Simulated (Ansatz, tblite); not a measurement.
# Ge21H28 ring sphere (Ge21H28): one state, many levels

The task here is to estimate one member of a computed series from the others.

Program: Ansatz 0.2.0, Gaussian basis. Level of theory: as each input shows. These are calculated values, not measurements.

The runs, in order: GFN1-xTB, GFN2-xTB, PBE-D4/def2-TZVP, r2SCAN-D4/def2-TZVP, PBE-D4/def2-SVP, PBE0-D4/def2-SVP.

1 further run of the same task is left out (set aside as unsound or not needed).

**The geometry**

The geometry is that of the singlet, from an earlier relaxation (r2SCAN-D4/def2-SVP).

49 atoms, charge 0, spin multiplicity 1.

Bond lengths: Ge1–Ge2 2.438 Å, Ge1–Ge6 2.429 Å, Ge1–H22 1.541 Å, Ge1–H23 1.541 Å, Ge2–Ge8 2.432 Å, Ge2–H24 1.542 Å, Ge2–H25 1.542 Å, Ge3–Ge4 2.438 Å, Ge3–Ge7 2.432 Å, Ge3–H26 1.542 Å, Ge3–H27 1.542 Å, Ge4–Ge9 2.430 Å, Ge4–H28 1.541 Å, Ge4–H29 1.542 Å, Ge5–Ge6 2.429 Å, Ge5–Ge7 2.444 Å, Ge5–H30 1.543 Å, Ge5–H31 1.542 Å and more. Angles: Ge2–Ge1–Ge6 110.2°, Ge2–Ge1–H22 109.8°, Ge2–Ge1–H23 109.8°, Ge6–Ge1–H22 109.6°, Ge6–Ge1–H23 109.6°, H22–Ge1–H23 107.8°, Ge1–Ge2–Ge8 110.4°, Ge1–Ge2–H24 110.1°, Ge1–Ge2–H25 110.1°, Ge8–Ge2–H24 109.3°, Ge8–Ge2–H25 109.3°, H24–Ge2–H25 107.5°, Ge4–Ge3–Ge7 110.7°, Ge4–Ge3–H26 110.0°, Ge4–Ge3–H27 109.9°, Ge7–Ge3–H26 109.3°, Ge7–Ge3–H27 109.2°, H26–Ge3–H27 107.6° and more.

PBE0-D4/def2-TZVP was run before; its log isn't repeated, and its numbers join the tables.

The first run:

Tight binding, by tblite at 300 K electronic temperature and without a spin-polarisation term:

```python
tblite.interface.Calculator('GFN1-xTB', numbers, positions, charge=0, uhf=0).singlepoint()
```

Tight binding, by tblite at 300 K electronic temperature and without a spin-polarisation term:

```python
tblite.interface.Calculator('GFN2-xTB', numbers, positions, charge=0, uhf=0).singlepoint()
```

start.molden holds the orbitals of an earlier run on this state, given as this run's starting guess.

The input, in.yaml:

```yaml
crystal:
  periodic: [false, false, false]
  atoms:
    - {symbol: Ge, position_ang: [-2.952820, -1.696696, -3.403750]}
    - {symbol: Ge, position_ang: [-2.927996, -1.686036, -0.966152]}
    - {symbol: Ge, position_ang: [1.008457, -3.984291, -0.167071]}
    - {symbol: Ge, position_ang: [0.995873, -4.006720, 2.270417]}
    - {symbol: Ge, position_ang: [1.004883, -1.690540, -3.449265]}
    - {symbol: Ge, position_ang: [-0.985161, -0.565148, -4.269303]}
    - {symbol: Ge, position_ang: [1.027414, -1.701039, -1.004937]}
    - {symbol: Ge, position_ang: [-0.944166, -0.545166, -0.143680]}
    - {symbol: Ge, position_ang: [1.028606, -1.727840, 3.113044]}
    - {symbol: Ge, position_ang: [-0.940759, -0.545217, 2.309055]}
    - {symbol: Ge, position_ang: [-0.959273, 1.719940, -3.446671]}
    - {symbol: Ge, position_ang: [-0.957879, 1.741403, -1.002280]}
    - {symbol: Ge, position_ang: [-2.946104, 2.863329, -0.163462]}
    - {symbol: Ge, position_ang: [-0.979886, 1.750754, 3.115446]}
    - {symbol: Ge, position_ang: [-2.970646, 2.861503, 2.274054]}
    - {symbol: Ge, position_ang: [3.001429, -0.549468, -0.159934]}
    - {symbol: Ge, position_ang: [2.997284, -0.556331, 2.290072]}
    - {symbol: Ge, position_ang: [2.988510, 1.725868, -1.016428]}
    - {symbol: Ge, position_ang: [1.026167, 2.874646, -0.156110]}
    - {symbol: Ge, position_ang: [2.989325, 1.722342, 3.139344]}
    - {symbol: Ge, position_ang: [1.019351, 2.870404, 2.293808]}
    - {symbol: H, position_ang: [-2.982552, -3.148653, -3.919065]}
    - {symbol: H, position_ang: [-4.222062, -0.988286, -3.915453]}
    - {symbol: H, position_ang: [-2.944810, -3.131242, -0.429301]}
    - {symbol: H, position_ang: [-4.185100, -0.975032, -0.426394]}
    - {symbol: H, position_ang: [-0.236226, -4.715968, -0.708701]}
    - {symbol: H, position_ang: [2.252021, -4.728511, -0.693323]}
    - {symbol: H, position_ang: [-0.264763, -4.730691, 2.782950]}
    - {symbol: H, position_ang: [2.227224, -4.775068, 2.789738]}
    - {symbol: H, position_ang: [1.039485, -3.146240, -3.959107]}
    - {symbol: H, position_ang: [2.267219, -0.980986, -3.979405]}
    - {symbol: H, position_ang: [-1.004530, -0.575222, -5.814331]}
    - {symbol: H, position_ang: [1.039136, -1.719334, 4.658940]}
    - {symbol: H, position_ang: [-2.214956, -1.281153, 2.789603]}
    - {symbol: H, position_ang: [-2.200933, 2.481089, -3.955677]}
    - {symbol: H, position_ang: [0.288121, 2.456405, -3.975473]}
    - {symbol: H, position_ang: [-4.200920, 2.149056, -0.704956]}
    - {symbol: H, position_ang: [-2.972041, 4.312620, -0.688826]}
    - {symbol: H, position_ang: [-0.967482, 1.754121, 4.661351]}
    - {symbol: H, position_ang: [-4.226926, 2.129740, 2.786222]}
    - {symbol: H, position_ang: [-3.021861, 4.311444, 2.794942]}
    - {symbol: H, position_ang: [4.266406, -1.285636, -0.659053]}
    - {symbol: H, position_ang: [4.266266, -1.290721, 2.779614]}
    - {symbol: H, position_ang: [2.922851, 1.689734, -2.557972]}
    - {symbol: H, position_ang: [4.278941, 2.469290, -0.613758]}
    - {symbol: H, position_ang: [1.020884, 4.338884, -0.653264]}
    - {symbol: H, position_ang: [2.968650, 1.708621, 4.681274]}
    - {symbol: H, position_ang: [4.266529, 2.460351, 2.687290]}
    - {symbol: H, position_ang: [1.018781, 4.335702, 2.785949]}
basis:
  gaussian: {orbitals: def2-TZVP, fitting: {mean_field: def2-universal-jkfit}, initial_orbitals: start.molden}
hamiltonian: {xc: pbe, dispersion: d4}
scf: {omitted_lower_state_checks: [starts]}
output: {orbitals: {seedname: orbitals}}
```

Started as:

```sh
$ ansatz run in.yaml --threads 11 --pin off --events-out ev --progress --plain --max-ram 174080MiB --backend cuda --devices 0, --max-vram 75GiB
```

Steps of the session up to this table: PBE-D4/def2-TZVP; r2SCAN-D4/def2-TZVP; PBE-D4/def2-SVP; PBE0-D4/def2-SVP.

One table of the session follows, with a row left open; its other results are not shown here.

It belongs to the step «Binding energy». 

| level | binding an atom (eV) |
| --- | --- |
| PBE-D4/def2-SVP | 2.927 |
| PBE-D4/def2-TZVP | 2.927 |
| r2SCAN-D4/def2-TZVP | 2.967 |
| PBE0-D4/def2-SVP | ? |
| PBE0-D4/def2-TZVP | 2.931 |

Q: Estimate the row for PBE0-D4/def2-SVP from the others.

The run gave: binding an atom (eV): 2.932. In the column «binding an atom (eV)» it lies between PBE0-D4/def2-TZVP (2.931) and r2SCAN-D4/def2-TZVP (2.967).

Caveats from the session: Free atoms were run apart at each level; binding is atoms less cluster, divided by the number of atoms, without zero-point or spin-orbit terms.
